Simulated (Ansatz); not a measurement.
# C3H4SSi, SMILES C#C[SiH]1CS1: harmonic frequencies at the relaxed geometry

Program: Ansatz 0.2.0, Python API.

The cells in order, each with its output:

**Cell 1**
```python
import ansatz as az
from ase import Atoms
import numpy as np
```

**Cell 2**
```python
atoms = Atoms(["C", "C", "Si", "C", "S", "H", "H", "H", "H"], positions=[
    [-0.8468, -2.1005, 1.4035],
    [-0.7752, -1.0555, 0.7414],
    [-0.604, 0.4942, -0.2654],
    [1.0842, 0.8816, -1.0386],
    [1.1927, 1.5245, 0.5026],
    [-0.9985, -2.9259, 1.9743],
    [-1.6415, 1.4931, -0.2493],
    [1.6872, 0.0429, -1.2747],
    [0.9905, 1.5993, -1.8108],
])
geometry = az.Crystal.molecule_from_ase(atoms)
```

**Cell 3**
```python
setup = (
    geometry.calculation()
    .basis(gaussian="cc-pVDZ")
    .functional("B3LYP")
)
symbols = [site.symbol for site in geometry.cartesian_sites]
start = np.array([site.position_ang for site in geometry.cartesian_sites], dtype=float)
r = setup.relax(force_tolerance=0.003, max_steps=100).run(threads=1, backend="cpu").report
end = np.array(r["positions_ang"])
```

**Cell 4**
```python
print("bond        before    after (A)")
for i, j in [(0, 1), (0, 5), (1, 2), (2, 3), (2, 4), (2, 6), (3, 4), (3, 7), (3, 8)]:
    d0, d1 = (np.linalg.norm(xyz[i] - xyz[j]) for xyz in (start, end))
    print(f"{symbols[i]}{i}-{symbols[j]}{j}".ljust(10), f"{d0:8.4f} {d1:8.4f}")

# same settings at the minimum
minimum = az.Crystal.molecule()
for symbol, xyz in zip(symbols, end):
    minimum = minimum.atom(symbol, xyz.tolist())
vibrating = (
    minimum.calculation()
    .basis(gaussian="cc-pVDZ")
    .functional("B3LYP")
    .phonons(temperatures=(298.15, 498.15, 100))
)
vib = vibrating.run(threads=1, backend="cpu").report["vibrations"]
sums = vib["harmonic_sums"]
modes = [m["omega_inv_cm"] for m in sums["modes_at_gamma"] if m["rigid_motion"] == "no"]
print("frequencies (1/cm):", " ".join(f"{w:.0f}" for w in modes))
print("imaginary modes:", sum(w < 0 for w in modes), " zero-point energy:", round(sums["zero_point_energy_ev"], 4), "eV")
print("T (K)   F_vib (eV)   S_vib (meV/K)   C_vib (meV/K)")
for row in zip(sums["temperatures_k"], sums["vibrational_free_energy_ev"], vib["entropy_ev_per_k"], vib["heat_capacity_ev_per_k"]):
    print(f"{row[0]:6.1f} {row[1]:11.4f} {1000 * row[2]:13.4f} {1000 * row[3]:15.4f}")
```
Output:
```text
bond        before    after (A)
C0-C1        1.2392   1.2190
C0-H5        1.0149   1.0740
C1-Si2       1.8559   1.8249
Si2-C3       1.8968   1.8555
Si2-S4       2.2090   2.1300
Si2-H6       1.4403   1.4834
C3-S4        1.6734   1.9063
C3-H7        1.0596   1.0956
C3-H8        1.0584   1.0959
frequencies (1/cm): 121 139 312 321 475 536 599 628 716 722 758 793 846 937 994 1391 2147 2256 3102 3193 3463
imaginary modes: 0  zero-point energy: 1.5157 eV
T (K)   F_vib (eV)   S_vib (meV/K)   C_vib (meV/K)
 298.1      1.4523        0.5272          0.6989
 398.1      1.3880        0.7578          0.8942
 498.1      1.3012        0.9741          1.0337
```

**Cell 5**
```python
# all hydrogen replaced by deuterium
heavier = vibrating.phonons(masses={"H": 2.014102}).run(threads=1, backend="cpu").report["vibrations"]["harmonic_sums"]
print("deuterated (1/cm):", " ".join(f"{m['omega_inv_cm']:.0f}" for m in heavier["modes_at_gamma"] if m["rigid_motion"] == "no"))
print("zero-point energy falls by", round(sums["zero_point_energy_ev"] - heavier["zero_point_energy_ev"], 4), "eV")
```
Output:
```text
deuterated (1/cm): 114 124 292 302 446 463 520 557 565 571 590 645 679 729 819 1045 1624 1999 2248 2378 2693
zero-point energy falls by 0.3129 eV
```

The frequencies are harmonic and unscaled, in a modest basis. The result belongs to the one conformer reached from this start, and soft torsions count as harmonic oscillators. b3lyp holds the VWN-RPA fit, as in Gaussian; the form of ORCA and Turbomole is b3lyp5. The whole script took 4.1 min on 1 thread of Intel(R) Xeon(R) 6975P-C (Granite Rapids), with other jobs on the host, peak memory 0.3 GiB.

(Lines on the test bed's own set-up are left out of the output.)
